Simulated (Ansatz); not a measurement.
# AlAsH4+ (doublet): wave-function methods side by side, cc-pVDZ

The task here is to estimate one member of a computed series from the others.

Computed with Ansatz 0.2.0, Gaussian basis. Level: cc-pVDZ, core rule «outside noble gas», up to 19 orbitals frozen.

The runs, in order: UHF; CCSD(T) on ROHF; CCSD(T) on UHF; BCCD(T) on ROHF; CISD; CCSDT(Q) on ROHF; CCSDT(Q) on UHF.

25 further runs of the same task are left out: 1 for a known fault of the program, 13 that didn't finish, 11 set aside as unsound or not needed.

## The system

The geometry is a PBE0/def2-TZVP stationary point (not a proven minimum) of the parent state, kept for this charge and spin. No spin-orbit coupling is included. The filled d shell of As may be among the frozen orbitals whatever the setting's name suggests; the logs give the count.

6 atoms, charge 1, spin multiplicity 2.

Atoms are counted from 1 here; the program's logs count them from 0.

Bond lengths: Al1–As2 2.581 Å, Al1–H3 1.654 Å, Al1–H4 1.596 Å, As2–H5 1.515 Å, As2–H6 1.519 Å. Angles: As2–Al1–H3 68.2°, As2–Al1–H4 107.6°, H3–Al1–H4 115.2°, Al1–As2–H5 104.4°, Al1–As2–H6 109.8°, H5–As2–H6 94.7°.

The first run:

Input file in.yaml:

```yaml
crystal:
  periodic: [false, false, false]
  atoms:
    - {symbol: Al, position_ang: [0.058135, 0.092227, 1.881599]}
    - {symbol: As, position_ang: [0.016062, -0.047512, -0.695616]}
    - {symbol: H, position_ang: [-1.091638, 1.087023, 1.230058]}
    - {symbol: H, position_ang: [-0.486338, -1.297543, 2.448035]}
    - {symbol: H, position_ang: [0.248803, 1.377499, -1.155199]}
    - {symbol: H, position_ang: [-1.420944, -0.104175, -1.185263]}
basis:
  gaussian: {orbitals: cc-pVDZ}
total_charge: 1
magnetization: {spin_polarized: true, initial_magnetization: 1}
hamiltonian: {xc: hf}
output: {orbitals: {seedname: orbitals}}
```

Run with:

```console
$ ansatz run in.yaml --threads 1 --pin off --events-out ev --progress --plain --max-ram 2393MiB
```

Among the steps run: UHF; CCSD(T) on ROHF; CCSD(T) on UHF; BCCD(T) on ROHF; CISD; CCSDT(Q) on ROHF; CCSDT(Q) on UHF.

One of the session's tables, all rows but one given; the rest of the session is left out.

| method | from UCCSDT(Q) (meV) |
| --- | --- |
| ROHF | +5777.7 |
| UHF | ? |
| RMP2 | +1315.1 |
| UMP2 | +1314.8 |
| CISD | +652.3 |
| RCCSD | +180.8 |
| UCCSD | +175.9 |
| RCCSD(T) | +41.1 |
| UCCSD(T) | +38.9 |
| BCCD(T) | +40.8 |
| RCCSDT | +8.6 |
| UCCSDT | +6.1 |
| RCCSDT(Q) | +2.8 |
| UCCSDT(Q) | 0 |

Estimate the missing values for UHF.

The run gave: from UCCSDT(Q) (meV): +5675.2. In the column «from UCCSDT(Q) (meV)» it lies between RMP2 (+1315.1) and ROHF (+5777.7).

Limits of these values: Restricted and unrestricted rows rest on different reference determinants; where their highest levels disagree by more than a few hundredths of an eV, they describe different states and don't form one ladder.
